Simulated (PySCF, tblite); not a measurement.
# C7H8N2: a rotation path, then NMR shifts on frames, part 2 of 2

tblite 0.8.0 and PySCF 2.14.0. Atoms count from 0. Earlier steps stand in the parts before.

**5. Shielding tensors: image 4, PBE0/pcSseg-1**

The job: settings as JSON, then the geometry in Å.

```
{"job": {"kind": "nmr", "xc": "PBE0", "basis": "pcSseg-1", "pop": false}, "charge": 0, "multiplicity": 1}
C     -2.251500     0.086800     0.847500
C     -1.628700     0.388000    -0.512300
C     -0.149800     0.168700    -0.533900
C      0.752800     0.289500    -1.573500
C      2.024600    -0.029100    -1.081500
C      1.872200    -0.335400     0.259600
C      2.811500    -0.713500     1.218500
N      3.569200    -1.024900     2.024800
N      0.542600    -0.207700     0.565300
H     -2.065400    -0.946400     1.135900
H     -3.327700     0.234500     0.810300
H     -1.849000     0.749700     1.611500
H     -1.840000     1.425500    -0.788000
H     -2.096900    -0.242100    -1.274100
H      0.521400     0.580100    -2.578800
H      2.949800    -0.042700    -1.621900
H      0.157800    -0.369000     1.480700
```

With the program's defaults for keys left out, this is: GIAO PBE0/pcSseg-1 NMR shielding, non-relativistic, gas phase.

Log:

```text
coarse grid: 14688 points
cycle   1  E = -380.4254270055  dE =  1.656e+00  |g| = 5.403e-01  |ddm| = 4.027e+00
cycle   2  E = -380.2699418766  dE =  1.555e-01  |g| = 1.006e+00  |ddm| = 1.601e+00
cycle   3  E = -380.4946457715  dE = -2.247e-01  |g| = 1.807e-01  |ddm| = 1.076e+00
cycle   4  E = -380.5016284955  dE = -6.983e-03  |g| = 5.569e-02  |ddm| = 1.736e-01
cycle   5  E = -380.5021936476  dE = -5.652e-04  |g| = 2.674e-02  |ddm| = 7.316e-02
cycle   6  E = -380.5023647167  dE = -1.711e-04  |g| = 4.785e-03  |ddm| = 2.658e-02
cycle   7  E = -380.5023699575  dE = -5.241e-06  |g| = 1.116e-03  |ddm| = 5.169e-03
final grid: 143416 points
cycle   8  E = -380.5529766822  dE = -4.890e-05  |g| = 8.695e-03  |ddm| = 4.812e-02
cycle   9  E = -380.5529699314  dE =  6.751e-06  |g| = 1.046e-02  |ddm| = 1.567e-02
cycle  10  E = -380.5529942476  dE = -2.432e-05  |g| = 1.744e-03  |ddm| = 8.597e-03
cycle  11  E = -380.5529949192  dE = -6.716e-07  |g| = 4.780e-04  |ddm| = 1.702e-03
cycle  12  E = -380.5529949605  dE = -4.129e-08  |g| = 2.277e-04  |ddm| = 5.838e-04
cycle  13  E = -380.5529949705  dE = -1.001e-08  |g| = 7.115e-05  |ddm| = 2.246e-04
cycle  14  E = -380.5529949716  dE = -1.082e-09  |g| = 2.071e-05  |ddm| = 7.144e-05
cycle  15  E = -380.5529949717  dE = -1.031e-10  |g| = 4.784e-06  |ddm| = 2.239e-05
converged SCF energy = -380.5529949717

GIAO shielding tensors (ppm)
atom      isotropic    diamagn.    paramagn.     s11        s22        s33       span
  0 C      176.110     248.825     -72.714    169.224    173.051    186.056     16.832
  1 C      163.832     245.251     -81.419    155.386    158.805    177.306     21.920
  2 C       46.620     255.714    -209.093    -25.102     35.627    129.335    154.436
  3 C       73.765     252.085    -178.320      3.149     59.753    158.393    155.244
  4 C       58.340     250.355    -192.014    -26.075     41.943    159.153    185.228
  5 C       83.798     250.959    -167.160     21.674     88.880    140.841    119.168
  6 C       67.649     257.201    -189.552    -48.554    -38.819    290.320    338.875
  7 N      -52.597     341.128    -393.725   -234.938   -137.979    215.125    450.063
  8 N       87.935     330.498    -242.563     -6.575     98.928    171.450    178.025
  9 H       30.465      30.895      -0.430     26.199     29.163     36.033      9.834
 10 H       30.189      27.416       2.773     25.088     27.596     37.883     12.795
 11 H       30.438      30.893      -0.455     26.162     29.068     36.085      9.923
 12 H       28.754      29.067      -0.313     22.996     28.269     34.997     12.001
 13 H       28.752      29.143      -0.391     22.847     28.427     34.982     12.135
 14 H       25.422      32.158      -6.736     22.225     26.608     27.431      5.207
 15 H       24.649      30.656      -6.007     22.351     24.853     26.742      4.391
 16 H       23.814      35.941     -12.127     16.757     26.129     28.556     11.798
```

It took 17 s on 1 thread of AMD EPYC 9R45, shared host; peak memory 0.88 GiB.

Key values: δ C2 140.3, C4 128.6, C6 119.3, C3 113.2, H16 7.90, H15 7.07 ppm.

**6. Nuclear shieldings: image 6, PBE0/pcSseg-1**

The job: settings as JSON, then the geometry in Å.

```
{"job": {"kind": "nmr", "xc": "PBE0", "basis": "pcSseg-1", "pop": false}, "charge": 0, "multiplicity": 1}
C     -2.244900     0.395700     0.839700
C     -1.655000     0.088700    -0.537400
C     -0.162400     0.047100    -0.528600
C      0.752400     0.529900    -1.443400
C      2.036800     0.231900    -0.970000
C      1.877900    -0.428100     0.235800
C      2.830800    -0.924500     1.125400
N      3.603500    -1.334500     1.870900
N      0.533500    -0.532900     0.477600
H     -1.964700    -0.360800     1.570000
H     -3.330700     0.414800     0.788600
H     -1.898900     1.363400     1.195300
H     -1.971100     0.850100    -1.251900
H     -2.050900    -0.870600    -0.888300
H      0.523400     1.045000    -2.355000
H      2.974600     0.462200    -1.434500
H      0.138700    -0.965300     1.295900
```

With the program's defaults for keys left out, this is: GIAO PBE0/pcSseg-1 NMR shielding, non-relativistic, gas phase.

Log:

```text
coarse grid: 14688 points
cycle   1  E = -380.4256171269  dE =  1.649e+00  |g| = 5.413e-01  |ddm| = 4.010e+00
cycle   2  E = -380.2690905885  dE =  1.565e-01  |g| = 1.009e+00  |ddm| = 1.600e+00
cycle   3  E = -380.4951540994  dE = -2.261e-01  |g| = 1.806e-01  |ddm| = 1.074e+00
cycle   4  E = -380.5021168514  dE = -6.963e-03  |g| = 5.608e-02  |ddm| = 1.750e-01
cycle   5  E = -380.5026908333  dE = -5.740e-04  |g| = 2.691e-02  |ddm| = 7.384e-02
cycle   6  E = -380.5028644355  dE = -1.736e-04  |g| = 4.818e-03  |ddm| = 2.666e-02
cycle   7  E = -380.5028697540  dE = -5.318e-06  |g| = 1.102e-03  |ddm| = 5.206e-03
final grid: 143416 points
cycle   8  E = -380.5537511188  dE = -4.138e-05  |g| = 8.561e-03  |ddm| = 4.267e-02
cycle   9  E = -380.5537451269  dE =  5.992e-06  |g| = 1.012e-02  |ddm| = 1.552e-02
cycle  10  E = -380.5537686752  dE = -2.355e-05  |g| = 1.548e-03  |ddm| = 8.468e-03
cycle  11  E = -380.5537692165  dE = -5.413e-07  |g| = 4.297e-04  |ddm| = 1.579e-03
cycle  12  E = -380.5537692503  dE = -3.380e-08  |g| = 2.009e-04  |ddm| = 5.087e-04
cycle  13  E = -380.5537692580  dE = -7.714e-09  |g| = 7.004e-05  |ddm| = 2.089e-04
cycle  14  E = -380.5537692590  dE = -1.034e-09  |g| = 1.984e-05  |ddm| = 6.898e-05
cycle  15  E = -380.5537692591  dE = -9.459e-11  |g| = 5.241e-06  |ddm| = 2.215e-05
converged SCF energy = -380.5537692591

GIAO shielding tensors (ppm)
atom      isotropic    diamagn.    paramagn.     s11        s22        s33       span
  0 C      172.321     247.407     -75.086    161.979    169.874    185.109     23.130
  1 C      162.430     244.235     -81.806    151.170    160.314    175.804     24.634
  2 C       45.777     256.191    -210.415    -25.580     31.915    130.994    156.574
  3 C       73.385     252.330    -178.945      3.383     62.125    154.648    151.265
  4 C       59.192     250.424    -191.232    -24.738     42.509    159.805    184.543
  5 C       82.319     251.034    -168.715     16.711     90.376    139.869    123.158
  6 C       67.706     257.154    -189.448    -48.580    -38.824    290.522    339.103
  7 N      -53.161     341.065    -394.226   -234.386   -140.134    215.036    449.423
  8 N       89.008     330.501    -241.493     -4.190     97.293    173.921    178.112
  9 H       30.529      31.256      -0.727     25.280     30.465     35.842     10.562
 10 H       30.250      27.554       2.696     25.408     27.445     37.898     12.490
 11 H       30.548      29.921       0.627     27.048     28.299     36.296      9.248
 12 H       28.960      29.632      -0.672     23.204     28.939     34.739     11.534
 13 H       28.879      28.880      -0.000     24.481     27.114     35.044     10.563
 14 H       25.486      32.246      -6.760     22.475     26.614     27.370      4.896
 15 H       24.747      30.695      -5.948     22.480     24.969     26.793      4.313
 16 H       23.839      35.643     -11.804     17.145     26.604     27.767     10.622
```

It took 19 s on 1 thread of AMD EPYC 9R45, shared host; peak memory 0.88 GiB.

Key values: δ C2 141.1, C4 127.7, C6 119.2, C3 113.5, H16 7.88, H15 6.97 ppm.

**7. Shielding tensors: image 8, PBE0/pcSseg-1**

The job: settings as JSON, then the geometry in Å.

```
{"job": {"kind": "nmr", "xc": "PBE0", "basis": "pcSseg-1", "pop": false}, "charge": 0, "multiplicity": 1}
C     -2.266200     0.680800     0.668700
C     -1.660000    -0.160100    -0.458800
C     -0.172900    -0.077500    -0.453500
C      0.681600     0.707200    -1.198500
C      1.990000     0.438000    -0.779800
C      1.905500    -0.511400     0.224300
C      2.920600    -1.115500     0.967200
N      3.756300    -1.613400     1.579400
N      0.579100    -0.807500     0.405000
H     -1.924900     0.327500     1.639600
H     -3.351400     0.621600     0.642300
H     -1.972500     1.722300     0.561100
H     -2.031100     0.200500    -1.419000
H     -1.971600    -1.201800    -0.341800
H      0.391700     1.397100    -1.965700
H      2.893600     0.875200    -1.155800
H      0.225200    -1.471000     1.075300
```

Method: GIAO PBE0/pcSseg-1 NMR shielding, non-relativistic, gas phase.

Log:

```text
coarse grid: 14688 points
cycle   1  E = -380.4257605297  dE =  1.647e+00  |g| = 5.451e-01  |ddm| = 3.999e+00
cycle   2  E = -380.2656432946  dE =  1.601e-01  |g| = 1.019e+00  |ddm| = 1.615e+00
cycle   3  E = -380.4963531021  dE = -2.307e-01  |g| = 1.804e-01  |ddm| = 1.084e+00
cycle   4  E = -380.5032668305  dE = -6.914e-03  |g| = 5.735e-02  |ddm| = 1.757e-01
cycle   5  E = -380.5038708494  dE = -6.040e-04  |g| = 2.716e-02  |ddm| = 7.576e-02
cycle   6  E = -380.5040473865  dE = -1.765e-04  |g| = 4.807e-03  |ddm| = 2.667e-02
cycle   7  E = -380.5040526591  dE = -5.273e-06  |g| = 1.075e-03  |ddm| = 4.964e-03
final grid: 143416 points
cycle   8  E = -380.5541610499  dE = -3.729e-05  |g| = 8.238e-03  |ddm| = 3.835e-02
cycle   9  E = -380.5541544107  dE =  6.639e-06  |g| = 9.946e-03  |ddm| = 1.495e-02
cycle  10  E = -380.5541772221  dE = -2.281e-05  |g| = 1.568e-03  |ddm| = 8.402e-03
cycle  11  E = -380.5541777973  dE = -5.752e-07  |g| = 3.977e-04  |ddm| = 1.602e-03
cycle  12  E = -380.5541778254  dE = -2.805e-08  |g| = 1.957e-04  |ddm| = 4.903e-04
cycle  13  E = -380.5541778328  dE = -7.404e-09  |g| = 6.571e-05  |ddm| = 2.018e-04
cycle  14  E = -380.5541778337  dE = -9.233e-10  |g| = 1.687e-05  |ddm| = 6.375e-05
converged SCF energy = -380.5541778337

GIAO shielding tensors (ppm)
atom      isotropic    diamagn.    paramagn.     s11        s22        s33       span
  0 C      166.792     246.278     -79.486    155.648    158.783    185.944     30.296
  1 C      160.662     244.725     -84.063    148.285    159.068    174.633     26.348
  2 C       43.580     256.491    -212.911    -29.711     27.912    132.539    162.249
  3 C       74.162     252.728    -178.566      4.079     62.519    155.888    151.809
  4 C       58.340     250.660    -192.319    -25.084     41.360    158.745    183.829
  5 C       82.284     251.181    -168.897     17.906     89.949    138.997    121.091
  6 C       67.802     256.666    -188.863    -48.268    -38.931    290.606    338.874
  7 N      -53.178     340.922    -394.100   -234.305   -140.597    215.366    449.670
  8 N       88.386     329.916    -241.530      1.370    103.525    160.264    158.894
  9 H       30.591      30.295       0.296     25.723     30.384     35.665      9.942
 10 H       30.362      27.557       2.806     26.237     26.825     38.024     11.787
 11 H       30.511      29.487       1.024     26.336     29.373     35.824      9.488
 12 H       28.960      29.625      -0.664     24.059     28.198     34.623     10.564
 13 H       29.155      29.806      -0.651     24.752     28.249     34.464      9.712
 14 H       25.505      32.721      -7.216     22.531     26.517     27.467      4.936
 15 H       24.709      30.843      -6.133     22.436     25.058     26.634      4.197
 16 H       24.056      34.869     -10.813     18.271     26.159     27.738      9.468
```

It took 19 s on 1 thread of AMD EPYC 9R45, shared host; peak memory 0.88 GiB.

Key values: δ C2 143.3, C4 128.6, C6 119.1, C3 112.8, H16 7.66, H15 7.01 ppm.

**8. Side by side: NMR shifts**

Shifts (ppm) of some atoms, chosen among heavy atoms and hydrogens apart, with basis size and wall time:

```csv
frame,C2,C5,C1,C0,H13,H12,N8,functions,time
image 0,143.5,104.2,26.4,20.4,2.81,2.49,180.0,193,17 s
image 2,141.6,104.8,24.6,15.5,2.72,2.82,178.5,193,17 s
image 4,140.3,103.1,23.1,10.8,2.96,2.96,179.8,193,17 s
image 6,141.1,104.6,24.5,14.6,2.84,2.76,178.7,193,19 s
image 8,143.3,104.6,26.3,20.1,2.56,2.76,179.3,193,19 s
```

**9. Results**

The summary covers parts 1 to 2.

| quantity | value |
| --- | --- |
| barrier | 0.041 eV (0.9 kcal/mol) at image 4 |
| end to end (GFN2-xTB) | -0.001 eV |
| ¹³C shifts against TMS (PBE0/pcSseg-1, image 0) | 143.5, 128.7, 119.1, 112.7, 104.2, 26.4, 20.4 ppm |
| ¹H shifts against TMS (PBE0/pcSseg-1, image 0) | 7.65, 7.02, 6.23, 2.81, 2.49, 1.34, 1.21, 1.13 ppm |
| ¹⁵N shifts against NH3 (PBE0/pcSseg-1, image 0) | 320.8, 180.0 ppm |
| range of the shift of C0 | 10.8 to 20.4 ppm |

Along the band the dihedral turns by 171°, and the top (dihedral 178°) lies 0.9 kcal/mol above the start (GFN2-xTB, rough), so at room temperature this motion is fast. The top was not checked by a frequency run. Shifts at one fixed geometry are not the observed spectrum, which averages over the motion. In the first frame run (image 0): Shielding is most anisotropic at N7 (span 450 ppm, paramagnetic term -394 ppm). NICS(1)zz of -28 ppm above the planar ring from C2 marks a diatropic (aromatic) ring current. In ppm, C0 moves most: its shift spreads over 9.6 ppm, from 10.8 (image 4) to 20.4 (image 0).
